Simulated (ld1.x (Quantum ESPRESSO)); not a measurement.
# W, PAW: a sweep of the scale of all radii, part 2 of 2

Aim: generate and test one potential in full, then change the scale of all radii and see what happens to hardness, ghosts and transferability.

ld1.x (Quantum ESPRESSO) 7.5; first potential PBE, scalar-relativistic. The steps go on from the part before.

### Step 4. Scattering by logarithmic derivatives

Taken from the files of the generation run. The phase is arctan(r·u′/u) with u = r·R, unwrapped, with energies in Ry. A pole is an energy at which the radial function vanishes at the test radius. The pseudo phase is shifted by a multiple of π to meet the all-electron one at the reference energy. Levels narrower than the energy grid can be missing from the poles. The last column is the largest difference on the grid between −1 and +1 Ry.

| channel | radius (bohr) | reference (Ry) | poles AE | poles PS | window around the reference with phases within 0.05 rad (Ry) | largest difference near zero (rad) |
| --- | --- | --- | --- | --- | --- | --- |
| s | 2.59 | -0.42 | -5.78, 2.40 | -5.78, 2.31 | below 4.3 | 0.003 |
| p | 2.59 | -0.10 | -3.07, 4.15 | -3.07, 4.15 | the whole range | 0.000 |
| d | 2.59 | -0.33 | 0.34 | 0.34 | below 2.9 | 0.001 |
| f | 2.59 | -2.44 | -2.42, 3.97 | -2.42, 4.02 | the whole range | 0.000 |

Phases (rad) along the scan:

| E (Ry) | s AE | s PS | f AE | f PS |
| --- | --- | --- | --- | --- |
| -8.00 | 1.421 | 1.421 | 1.441 | 1.441 |
| -7.52 | 1.414 | 1.414 | 1.438 | 1.438 |
| -7.04 | 1.407 | 1.406 | 1.434 | 1.434 |
| -6.56 | 1.395 | 1.395 | 1.429 | 1.429 |
| -6.08 | 1.365 | 1.365 | 1.425 | 1.425 |
| -5.60 | -1.716 | -1.716 | 1.419 | 1.419 |
| -5.12 | -1.750 | -1.750 | 1.413 | 1.413 |
| -4.64 | -1.767 | -1.768 | 1.407 | 1.407 |
| -4.16 | -1.784 | -1.785 | 1.399 | 1.399 |
| -3.68 | -1.804 | -1.805 | 1.390 | 1.390 |
| -3.20 | -1.830 | -1.830 | 1.379 | 1.379 |
| -2.72 | -1.863 | -1.863 | 1.363 | 1.363 |
| -2.24 | -1.911 | -1.911 | -1.777 | -1.777 |
| -1.76 | -1.986 | -1.987 | -1.801 | -1.801 |
| -1.28 | -2.122 | -2.123 | -1.824 | -1.824 |
| -0.80 | -2.428 | -2.429 | -1.854 | -1.854 |
| -0.32 | -3.217 | -3.217 | -1.895 | -1.895 |
| 0.16 | -4.059 | -4.061 | -1.958 | -1.958 |
| 0.64 | -4.396 | -4.399 | -2.066 | -2.066 |
| 1.12 | -4.545 | -4.548 | -2.292 | -2.292 |
| 1.60 | -4.628 | -4.633 | -2.899 | -2.897 |
| 2.08 | -4.684 | -4.690 | -3.900 | -3.895 |
| 2.56 | -4.726 | -4.735 | -4.362 | -4.359 |
| 3.04 | -4.762 | -4.776 | -4.548 | -4.544 |
| 3.52 | -4.796 | -4.817 | -4.648 | -4.644 |
| 4.00 | -4.831 | -4.866 | -4.716 | -4.710 |
| 4.48 | -4.872 | -4.934 | -4.772 | -4.764 |
| 4.96 | -4.925 | -5.053 | -4.827 | -4.814 |

### Step 5. Plane-wave convergence, by spherical Bessel functions

This step uses the generator's waves and projectors in a separate script. Basis: spherical Bessel functions vanishing at 20 bohr, q² up to the cutoff; potential fixed at the reference.

All-electron valence levels (Ry): 5s -5.8117, 6s -0.4199, 5p -3.1753, 6p -0.1001, 5d -0.3293, 4f -2.4407. The lowest levels of each channel (Ry) by cutoff; the last column sums, over occupied levels, occupation times the distance from the level at 400 Ry. A positive value at high cutoff is not a bound level.

| cutoff (Ry) | s #1 | s #2 | p #1 | p #2 | d #1 | f #1 | Σ f·Δε (mRy) |
| --- | --- | --- | --- | --- | --- | --- | --- |
| 8 | -5.2804 | -0.3584 | -2.5566 | -0.0584 | -0.2567 | 0.1094 | 40888.2 |
| 15 | -5.7368 | -0.4125 | -3.0942 | -0.0875 | -0.3256 | 0.1094 | 36365.9 |
| 25 | -5.8095 | -0.4195 | -3.1721 | -0.0972 | -0.3291 | 0.1094 | 35725.2 |
| 40 | -5.8115 | -0.4199 | -3.1748 | -0.1000 | -0.3293 | 0.1094 | 35702.9 |
| 55 | -5.8117 | -0.4200 | -3.1752 | -0.1001 | -0.3294 | 0.1094 | 35699.7 |
| 90 | -5.8118 | -0.4200 | -3.1753 | -0.1001 | -0.3294 | -0.6446 | 25143.8 |
| 120 | -5.8118 | -0.4200 | -3.1753 | -0.1001 | -0.3294 | -2.0260 | 5803.2 |
| 180 | -5.8118 | -0.4200 | -3.1753 | -0.1001 | -0.3294 | -2.4325 | 112.9 |
| 260 | -5.8118 | -0.4200 | -3.1753 | -0.1001 | -0.3294 | -2.4389 | 23.3 |
| 300 | -5.8118 | -0.4200 | -3.1753 | -0.1001 | -0.3294 | -2.4402 | 4.8 |
| 400 | -5.8118 | -0.4200 | -3.1753 | -0.1001 | -0.3294 | -2.4405 | 0.0 |

The sum stays within 10 mRy from 300 Ry and within 1 mRy only somewhere over 300 Ry. The sum leaves out empty levels, which can need more. Ghost test: no level below the all-electron spectrum of its channel (s, p, d, f tested).

### Step 6. Changed: scale of all radii = 0.87

Contents of W.in:

```
 &input
   title='W', zed=74., rel=1, dft='PBE', iswitch=3,
   config='[Xe] 4f14 5d4 6s2 6p0',
   nld=4, rlderiv=2.25, eminld=-8.0, emaxld=5.0, deld=0.04
 /
 &inputp
   pseudotype=3, lpaw=.true., tm=.true., lloc=-1, rcloc=1.96,
   nlcc=.true., new_core_ps=.true.,
   which_augfun='PSQ', rmatch_augfun_nc=.true.,
   file_pseudopw='W.UPF', file_wfcaegen='ae.wfc', file_wfcncgen='nc.wfc', file_beta='beta', file_chi='chi', file_wfcusgen='us.wfc'
 /
8
5S  1  0   2.00   0.00  1.18  1.26  0.0
6S  2  0   2.00   0.00  1.18  1.26  0.0
5P  2  1   6.00   0.00  1.44  1.48  0.0
6P  3  1   0.00   0.00  1.44  1.48  0.0
5D  3  2   4.00   0.00  1.52  2.08  0.0
5D  3  2   0.00   1.15  1.52  2.08  0.0
4F  4  3  14.00   0.00  0.56  0.74  0.0
4F  4  3   0.00   0.75  0.56  0.74  0.0
 &test
   configts(1)='4f14 5s2 5p6 5d4 6s2 6p0'
 /
```

Run with:

```sh
$ ld1.x < W.in > W.out
```

What the program wrote to W.out (without the banner and most projector matrices):

```text
[... the first 9 lines are left out ...]
      Local pseudo, rcloc= 1.956 Estimated cut-off energy=     6.57 Ry

      Computing core charge for nlcc:

       r > 0.32 : true rho core
      Core charge pseudized with two Bessel functions
      Integrated core pseudo-charge :  29.35
      Wfc-us  5S rcutus= 1.247  Estimated cut-off energy=    32.21 Ry
      Wfc-us  6S rcutus= 1.247  Estimated cut-off energy=    48.19 Ry
      Wfc-us  5P rcutus= 1.486  Estimated cut-off energy=    36.69 Ry
      Wfc-us  6P rcutus= 1.486  Estimated cut-off energy=    50.57 Ry
      Wfc-us  5D rcutus= 2.056  Estimated cut-off energy=    27.04 Ry
      Wfc-us  5D rcutus= 2.056  Estimated cut-off energy=    36.09 Ry
      Wfc-us  4F rcutus= 0.738  Estimated cut-off energy=   289.23 Ry
      Wfc-us  4F rcutus= 0.738  Estimated cut-off energy=   312.46 Ry

     Required augmentation: PSQ   radius:    2.080000

 %%%%%%%%%%%%%%%%%%%%%%%%%%%%%%%%%%%%%%%%%%%%%%%%%%%%%%%%%%%%%%%%%%%%%%%%%%%%%%
     Error in routine find_q (1):
     too many iterations
 %%%%%%%%%%%%%%%%%%%%%%%%%%%%%%%%%%%%%%%%%%%%%%%%%%%%%%%%%%%%%%%%%%%%%%%%%%%%%%

     stopping ...
```

Run time: 0.17 s. Hardware: 1 thread, shared host.

The generator stops with "find_q: too many iterations". The reason: no Bessel wave vectors were found that match the logarithmic derivative at the chosen radius.

### Step 7. Now with scale of all radii = 1.02

Contents of W.in:

```
 &input
   title='W', zed=74., rel=1, dft='PBE', iswitch=3,
   config='[Xe] 4f14 5d4 6s2 6p0',
   nld=4, rlderiv=2.70, eminld=-8.0, emaxld=5.0, deld=0.04
 /
 &inputp
   pseudotype=3, lpaw=.true., tm=.true., lloc=-1, rcloc=2.30,
   nlcc=.true., new_core_ps=.true.,
   which_augfun='PSQ', rmatch_augfun_nc=.true.,
   file_pseudopw='W.UPF', file_wfcaegen='ae.wfc', file_wfcncgen='nc.wfc', file_beta='beta', file_chi='chi', file_wfcusgen='us.wfc'
 /
8
5S  1  0   2.00   0.00  1.38  1.48  0.0
6S  2  0   2.00   0.00  1.38  1.48  0.0
5P  2  1   6.00   0.00  1.68  1.74  0.0
6P  3  1   0.00   0.00  1.68  1.74  0.0
5D  3  2   4.00   0.00  1.78  2.46  0.0
5D  3  2   0.00   1.15  1.78  2.46  0.0
4F  4  3  14.00   0.00  0.66  0.86  0.0
4F  4  3   0.00   0.75  0.66  0.86  0.0
 &test
   configts(1)='4f14 5s2 5p6 5d4 6s2 6p0'
 /
```

Run with:

```sh
$ ld1.x < W.in > W.out
```

Output in W.out (without the banner and most projector matrices):

```text
     Program LD1 v.7.5
     [... all-electron run as in step 2 ...]


     --------------------- Generating PAW atomic setup --------------------

      Generating local potential from pseudized AE potential:
      Matching radius rcloc =   2.3000

      Local pseudo, rcloc= 2.273 Estimated cut-off energy=     4.82 Ry

      Computing core charge for nlcc:

       r > 0.32 : true rho core
      Core charge pseudized with two Bessel functions
      Integrated core pseudo-charge :  29.35
      Wfc-us  5S rcutus= 1.486  Estimated cut-off energy=    24.08 Ry
      Wfc-us  6S rcutus= 1.486  Estimated cut-off energy=    45.56 Ry
      Wfc-us  5P rcutus= 1.726  Estimated cut-off energy=    28.02 Ry
      Wfc-us  6P rcutus= 1.726  Estimated cut-off energy=    48.41 Ry
      Wfc-us  5D rcutus= 2.450  Estimated cut-off energy=    19.32 Ry
      Wfc-us  5D rcutus= 2.450  Estimated cut-off energy=    33.51 Ry
      Wfc-us  4F rcutus= 0.857  Estimated cut-off energy=   216.17 Ry
      Wfc-us  4F rcutus= 0.857  Estimated cut-off energy=   265.33 Ry

     Required augmentation: PSQ   radius:    2.460000

     Q pseudized with Bessel functions
     Expected ecutrho=    1280.5845 due to l1=  3   l2=  3

     Estimated PAW energy =-1308.971813 Ryd

     The PAW screened D coefficients
     1.75742     0.71007     0.00000     0.00000     0.00000     0.00000
     0.00000     0.00000
     0.71007     0.19110     0.00000     0.00000     0.00000     0.00000
     0.00000     0.00000
     0.00000     0.00000    -1.69957    -0.29135     0.00000     0.00000
     0.00000     0.00000
     0.00000     0.00000    -0.29135    -0.10690     0.00000     0.00000
     0.00000     0.00000
     0.00000     0.00000     0.00000     0.00000    -0.45396    -0.29499
     0.00000     0.00000
     0.00000     0.00000     0.00000     0.00000    -0.29499    -0.75991
     0.00000     0.00000
     0.00000     0.00000     0.00000     0.00000     0.00000     0.00000
   -17.96590    -8.57433
     0.00000     0.00000     0.00000     0.00000     0.00000     0.00000
    -8.57433    -5.25544

     The PAW descreened D coefficients (US)
    -5.14064    -1.68098     0.00000     0.00000     0.00000     0.00000
     0.00000     0.00000
    -1.68098    -0.48599     0.00000     0.00000     0.00000     0.00000
     0.00000     0.00000
     0.00000     0.00000    -2.64193    -1.16464     0.00000     0.00000
     0.00000     0.00000
     0.00000     0.00000    -1.16464    -0.38093     0.00000     0.00000
     0.00000     0.00000
     0.00000     0.00000     0.00000     0.00000    -0.41642     0.19015
     0.00000     0.00000
     0.00000     0.00000     0.00000     0.00000     0.19015    -0.49130
     0.00000     0.00000
     0.00000     0.00000     0.00000     0.00000     0.00000     0.00000
   -14.93173    -6.69444
     0.00000     0.00000     0.00000     0.00000     0.00000     0.00000
    -6.69444    -4.08581

     ------------------- End of pseudopotential generation -------------------

     [... all-electron run as in step 2 ...]


     Computing logarithmic derivative in   2.69044
     Computing logarithmic derivative in   2.69044
     Computing the partial wave expansion
     R is outside the sphere for l=    0 j= 0.00
     R is outside the sphere for l=    0 j= 0.00
     R is outside the sphere for l=    1 j= 0.00
     R is outside the sphere for l=    1 j= 0.00
     R is outside the sphere for l=    2 j= 0.00
     R is outside the sphere for l=    2 j= 0.00
     R is outside the sphere for l=    3 j= 0.00
     R is outside the sphere for l=    3 j= 0.00

     ---------------------- Testing the pseudopotential ----------------------

     W
     scalar relativistic calculation

     atomic number is 74.00   valence charge is 28.00
     dft = SLA  PW   PBX  PBC   lsd =0 sic =0 latt =0  beta=0.20 tr2=1.0E-14
     mesh =1273 r(mesh) =  99.08072 xmin = -7.00 dx = 0.01250

     n l     nl             e AE (Ry)        e PS (Ry)    De AE-PS (Ry)
     4 3     4F   1(14.00)       -2.44067       -2.44058       -0.00009
     1 0     5S   1( 2.00)       -5.81173       -5.81168       -0.00005
     2 1     5P   1( 6.00)       -3.17526       -3.17522       -0.00004
     3 2     5D   1( 4.00)       -0.32927       -0.32926       -0.00002
     2 0     6S   1( 2.00)       -0.41988       -0.41987       -0.00000
     3 1     6P   1( 0.00)       -0.10005       -0.10005       -0.00000

     eps = 3.2E-16  iter =  8

     Etot =  -32285.036163 Ry,  -16142.518081 Ha, -439260.294494 eV
     Etotps = -1308.971812 Ry,    -654.485906 Ha,  -17809.468775 eV

     Ekin =    1281.497895 Ry,     640.748947 Ha,   17435.667094 eV
     Encl =   -2642.122915 Ry,   -1321.061457 Ha,  -35947.913569 eV
     Ehrt =     697.029018 Ry,     348.514509 Ha,    9483.562922 eV
     Ecxc =    -645.375810 Ry,    -322.687905 Ha,   -8780.785222 eV
     (Ecc =    -158.618485 Ry,     -79.309242 Ha,   -2158.114426 eV)

     ---------------------- End of pseudopotential test ----------------------
```

It took 2.3 s on 1 thread, shared host. (Generation and the later configuration tests together.)

The test run was repeated on this file; only its results are given.

The tests as a table, with energies relative to 4f14 5s2 5p6 5d4 6s2 6p0. A star marks tests that logged a warning.

| valence configuration | charge | ΔE all-electron (eV) | error AE − PS (meV) |
| --- | --- | --- | --- |
| 4f14 5s2 5p6 5d4 6s1 6p0 * | +1 | 8.883 | -2.9 |
| 4f14 5s2 5p6 5d4 6s0 6p0 | +2 | 24.563 | -7.7 |
| 4f14 5s2 5p6 5d3 6s0 6p0 * | +3 | 49.945 | -10 |
| 4f13 5s2 5p6 5d4 6s2 6p0 * | +1 | 42.796 | -185 |
| 4f14 5s2 5p6 5d2 6s0 6p0 | +4 | 87.156 | -19 |
| 4f14 5s2 5p6 5d3 6s2 6p1 | 0 | 4.018 | +3.5 |
| 4f14 5s2 5p6 5d4 6s0 6p1 | +1 | 14.336 | -3.8 |

Against the first potential, the loose cutoff stays at 300 Ry, the largest test error goes from -40 to -185 meV and there is no bound ghost.

### Step 8. Variant: scale of all radii = 1.38

Contents of W.in:

```
 &input
   title='W', zed=74., rel=1, dft='PBE', iswitch=3,
   config='[Xe] 4f14 5d4 6s2 6p0',
   nld=4, rlderiv=3.60, eminld=-8.0, emaxld=5.0, deld=0.04
 /
 &inputp
   pseudotype=3, lpaw=.true., tm=.true., lloc=-1, rcloc=3.10,
   nlcc=.true., new_core_ps=.true.,
   which_augfun='PSQ', rmatch_augfun_nc=.true.,
   file_pseudopw='W.UPF', file_wfcaegen='ae.wfc', file_wfcncgen='nc.wfc', file_beta='beta', file_chi='chi', file_wfcusgen='us.wfc'
 /
8
5S  1  0   2.00   0.00  1.86  2.00  0.0
6S  2  0   2.00   0.00  1.86  2.00  0.0
5P  2  1   6.00   0.00  2.28  2.34  0.0
6P  3  1   0.00   0.00  2.28  2.34  0.0
5D  3  2   4.00   0.00  2.42  3.32  0.0
5D  3  2   0.00   1.15  2.42  3.32  0.0
4F  4  3  14.00   0.00  0.90  1.18  0.0
4F  4  3   0.00   0.75  0.90  1.18  0.0
 &test
   configts(1)='4f14 5s2 5p6 5d4 6s2 6p0'
 /
```

Run with:

```sh
$ ld1.x < W.in > W.out
```

Output in W.out (without the banner and most projector matrices):

```text
     Program LD1 v.7.5
     [... all-electron run as in step 2 ...]


     --------------------- Generating PAW atomic setup --------------------

      Generating local potential from pseudized AE potential:
      Matching radius rcloc =   3.1000

      Local pseudo, rcloc= 3.068 Estimated cut-off energy=     2.62 Ry

      Computing core charge for nlcc:

       r > 0.32 : true rho core
      Core charge pseudized with two Bessel functions
      Integrated core pseudo-charge :  29.35
      Wfc-us  5S rcutus= 2.006  Estimated cut-off energy=    14.32 Ry
      Wfc-us  6S rcutus= 2.006  Estimated cut-off energy=    29.16 Ry
      Wfc-us  5P rcutus= 2.330  Estimated cut-off energy=    16.22 Ry
      Wfc-us  6P rcutus= 2.330  Estimated cut-off energy=    30.39 Ry
      Wfc-us  5D rcutus= 3.307  Estimated cut-off energy=    10.85 Ry
      Wfc-us  5D rcutus= 3.307  Estimated cut-off energy=     9.73 Ry
      Wfc-us  4F rcutus= 1.186  Estimated cut-off energy=   115.12 Ry
      Wfc-us  4F rcutus= 1.186  Estimated cut-off energy=   193.93 Ry

     Required augmentation: PSQ   radius:    3.320000

     Q pseudized with Bessel functions
     Expected ecutrho=     742.4687 due to l1=  2   l2=  3

     Estimated PAW energy =-1308.971813 Ryd

     The PAW screened D coefficients
    -4.61429    -0.55701     0.00000     0.00000     0.00000     0.00000
     0.00000     0.00000
    -0.55701    -1.13293     0.00000     0.00000     0.00000     0.00000
     0.00000     0.00000
     0.00000     0.00000    -3.36550    -0.70318     0.00000     0.00000
     0.00000     0.00000
     0.00000     0.00000    -0.70318    -1.24049     0.00000     0.00000
     0.00000     0.00000
     0.00000     0.00000     0.00000     0.00000    -0.55198    -0.00414
     0.00000     0.00000
     0.00000     0.00000     0.00000     0.00000    -0.00414     0.20509
     0.00000     0.00000
     0.00000     0.00000     0.00000     0.00000     0.00000     0.00000
    -7.77191    -8.73142
     0.00000     0.00000     0.00000     0.00000     0.00000     0.00000
    -8.73142   -33.23837

     The PAW descreened D coefficients (US)
    -1.75512    -0.59648     0.00000     0.00000     0.00000     0.00000
     0.00000     0.00000
    -0.59648    -0.48261     0.00000     0.00000     0.00000     0.00000
     0.00000     0.00000
     0.00000     0.00000     0.49385    -2.57662     0.00000     0.00000
     0.00000     0.00000
     0.00000     0.00000    -2.57662    -2.24607     0.00000     0.00000
     0.00000     0.00000
     0.00000     0.00000     0.00000     0.00000     1.00083     1.29144
     0.00000     0.00000
     0.00000     0.00000     0.00000     0.00000     1.29144     1.34969
     0.00000     0.00000
     0.00000     0.00000     0.00000     0.00000     0.00000     0.00000
    -3.89807    -6.12182
     0.00000     0.00000     0.00000     0.00000     0.00000     0.00000
    -6.12182   -29.40445

     ------------------- End of pseudopotential generation -------------------

     [... all-electron run as in step 2 ...]


     Computing logarithmic derivative in   3.58660
     Computing logarithmic derivative in   3.58660
     Computing the partial wave expansion
     R is outside the sphere for l=    0 j= 0.00
     R is outside the sphere for l=    0 j= 0.00
     R is outside the sphere for l=    1 j= 0.00
     R is outside the sphere for l=    1 j= 0.00
     R is outside the sphere for l=    2 j= 0.00
     R is outside the sphere for l=    2 j= 0.00
     R is outside the sphere for l=    3 j= 0.00
     R is outside the sphere for l=    3 j= 0.00

     ---------------------- Testing the pseudopotential ----------------------

     W
     scalar relativistic calculation

     atomic number is 74.00   valence charge is 28.00
     dft = SLA  PW   PBX  PBC   lsd =0 sic =0 latt =0  beta=0.20 tr2=1.0E-14
     mesh =1273 r(mesh) =  99.08072 xmin = -7.00 dx = 0.01250

     n l     nl             e AE (Ry)        e PS (Ry)    De AE-PS (Ry)
     4 3     4F   1(14.00)       -2.44067       -2.44059       -0.00008
     1 0     5S   1( 2.00)       -5.81173       -5.81168       -0.00005
     2 1     5P   1( 6.00)       -3.17526       -3.17522       -0.00004
     3 2     5D   1( 4.00)       -0.32927       -0.32926       -0.00002
     2 0     6S   1( 2.00)       -0.41988       -0.41987       -0.00001
     3 1     6P   1( 0.00)       -0.10005       -0.10005        0.00000

     eps = 9.0E-15  iter =  8

     Etot =  -32285.036163 Ry,  -16142.518081 Ha, -439260.294494 eV
     Etotps = -1308.971817 Ry,    -654.485908 Ha,  -17809.468847 eV

     Ekin =    1281.497269 Ry,     640.748635 Ha,   17435.658586 eV
     Encl =   -2642.122202 Ry,   -1321.061101 Ha,  -35947.903871 eV
     Ehrt =     697.028881 Ry,     348.514441 Ha,    9483.561059 eV
     Ecxc =    -645.375766 Ry,    -322.687883 Ha,   -8780.784621 eV
     (Ecc =    -158.618485 Ry,     -79.309242 Ha,   -2158.114426 eV)

     ---------------------- End of pseudopotential test ----------------------
```

Run time: 3.2 s. Hardware: 1 thread, shared host. (Generation and the later configuration tests together.)

The test run was repeated on this file; only its results are given.

7 tests gave no usable energy difference (4f14 5s2 5p6 5d4 6s1 6p0; 4f14 5s2 5p6 5d4 6s0 6p0; 4f14 5s2 5p6 5d3 6s0 6p0; 4f13 5s2 5p6 5d4 6s2 6p0; others); the test run stopped with "negative rho".

Against the first potential, the loose cutoff goes from 300 Ry to 140 Ry and there is no bound ghost.

### Step 9. Comparison

This closing draws on all 2 parts.

Cutoffs, loose and tight: the cutoffs (Ry, on a coarse ladder) from which the occupation-weighted sum of valence levels, in a spherical-Bessel basis at the reference potential, stays within 10 and 1 mRy of its value at 400 Ry; empty and scattering waves don't count. The number of plane waves in a given cell goes as the cutoff to the power 3/2; it is given for the loose cutoff, relative to the first potential. Test errors are all-electron less pseudo. The phase difference is the largest within 1 Ry of zero, over the channels with partial waves. A dash means not determined. 5 further runs were made in the same way; their inputs and logs are not shown.

| scale of all radii | outcome | cutoff, loose | cutoff, tight | plane waves, relative | bound ghosts | largest test error (meV) | phase difference near zero (rad) | lowest overlap eigenvalue (Bessel basis) |
| --- | --- | --- | --- | --- | --- | --- | --- | --- |
| 0.74 | failed: find_q: too many iterations | – | – | – | – | – | – | – |
| 0.87 | failed: find_q: too many iterations | – | – | – | – | – | – | – |
| 0.92 | failed: new_paw_hamiltonian: negative rho | – | – | – | – | – | – | – |
| 1 (first) | generated | 300 Ry | over 300 Ry | 1.00 | none | -40 | 0.003 | 0.245 |
| 1.02 | generated | 300 Ry | over 300 Ry | 1.00 | none | -185 | 0.001 | 0.203 |
| 1.12 | generated | 230 Ry | over 300 Ry | 0.67 | none | -377 (3 tests unsolved) | 0.002 | 0.114 |
| 1.19 | generated | 200 Ry | 300 Ry | 0.54 | none | none usable | 0.002 | 0.096 |
| 1.32 | failed: find_q: problem finding q | – | – | – | – | – | – | – |
| 1.38 | generated | 140 Ry | 230 Ry | 0.32 | none | none usable | 0.013 | 0.081 |

As the scale of all radii grows from 1 to 1.38, the loose cutoff falls from 300 Ry to 140 Ry. The largest test error is 40 meV at 1 and 185 meV at 1.02. Runs with unsolved tests are left out of that trend. Generation fails at 0.74, 0.87, 0.92, 1.32.

The first potential by itself. The worst unpolarised test, 4f13 5s2 5p6 5d4 6s2 6p0, is off by 40 meV on 42.8 eV; by total energies transferability rates as fair. It counts as very hard, with 300 Ry needed at the looser tolerance. The tighter tolerance needs over 300 Ry, and converged work needs a cutoff nearer that. The slowest occupied level is 4f: taken alone it needs 300 Ry to come within 1 mRy, against 30 Ry for 5s. No bound ghost shows below the valence levels.
